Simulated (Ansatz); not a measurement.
# ZrB (rocksalt): other levels of theory at one geometry

The task here is to estimate one member of a computed series from the others.

Method: DFT at several levels, plane waves, PAW, in Ansatz 0.2.0.

1 further run of the same task is left out (it didn't finish).

## The system as given

It takes space group Fm-3m (No. 225, cubic). The conventional cell has a = 4.904 Å, b = 4.904 Å, c = 4.904 Å, α = 90.00°, β = 90.00°, γ = 90.00°. Around Zr (site symmetry m-3m) lie 6 B at 2.45 Å. B (site symmetry m-3m) has 6 Zr at 2.45 Å as nearest neighbours.

As a file:

```cif
data_structure
_symmetry_space_group_name_H-M 'P 1'
_symmetry_Int_Tables_number 1
_cell_length_a 3.4678
_cell_length_b 3.4678
_cell_length_c 3.4678
_cell_angle_alpha 60.000
_cell_angle_beta 60.000
_cell_angle_gamma 60.000
_cell_volume 29.49
loop_
_atom_site_label
_atom_site_type_symbol
_atom_site_fract_x
_atom_site_fract_y
_atom_site_fract_z
_atom_site_occupancy
Zr1 Zr 0.50000 0.50000 0.50000 1
B1 B 0.00000 0.00000 0.00000 1
```

An earlier run at PBE left this cell at 14.744 Å³/atom and 0.00 GPa (12×12×12 mesh), no gap.

Levels to run: PBE+SOC; r²SCAN; PBEsol; LDA. Hardware: 2 threads of Arm Neoverse V1, shared host.

The first run:

input.yaml

```yaml
crystal:
  lattice:
    - [0.0, 2.452121716, 2.452121716]
    - [2.452121716, 0.0, 2.452121716]
    - [2.452121716, 2.452121716, 0.0]
  atoms:
    - { symbol: Zr, position: [0.5, 0.5, 0.5] }
    - { symbol: B, position: [0.0, 0.0, 0.0] }
basis:
  ecutwfc: 420
  ecutrho_ratio: 4
kpoints:
  mp_grid: { grid: [12, 12, 12] }
hamiltonian:
  xc: pbe
scf:
  occupations: { method: gaussian, width: 0.05 }
output:
  forces: true
  stress: true
  eigenvalues: true
  populations: true
  dos: { projected: true, de: 0.02 }
  write_density: true
  write_potential: true
  elf: true
  volumetric_format: npy
magnetization:
  noncollinear: true
  spin_orbit: true
```

On the command line:

```bash
$ ansatz run input.yaml --threads 2 --pin off --max-ram 2662MiB --backend cpu --events-out ev --progress --plain --runs-dir out
```

Steps of the session up to this table: PBE+SOC; r²SCAN; PBEsol; LDA.

One of the session's tables, all rows but one given; the rest of the session is left out.

| level | pressure (GPa) |
| --- | --- |
| PBE | 0.0 |
| LDA | ? |
| PBEsol | -4.1 |
| PBE+SOC | 0.0 |
| r²SCAN | 0.7 |

Q: Estimate the row for LDA from the others.

The run gave: pressure (GPa): -7.3. In the column «pressure (GPa)» it is the lowest.

The pressure runs from -7.3 GPa (LDA) to 0.7 GPa (r²SCAN); a negative pressure means that level wants a smaller cell, a positive one a larger cell. Total energies of different levels have different zeros and can't be compared.
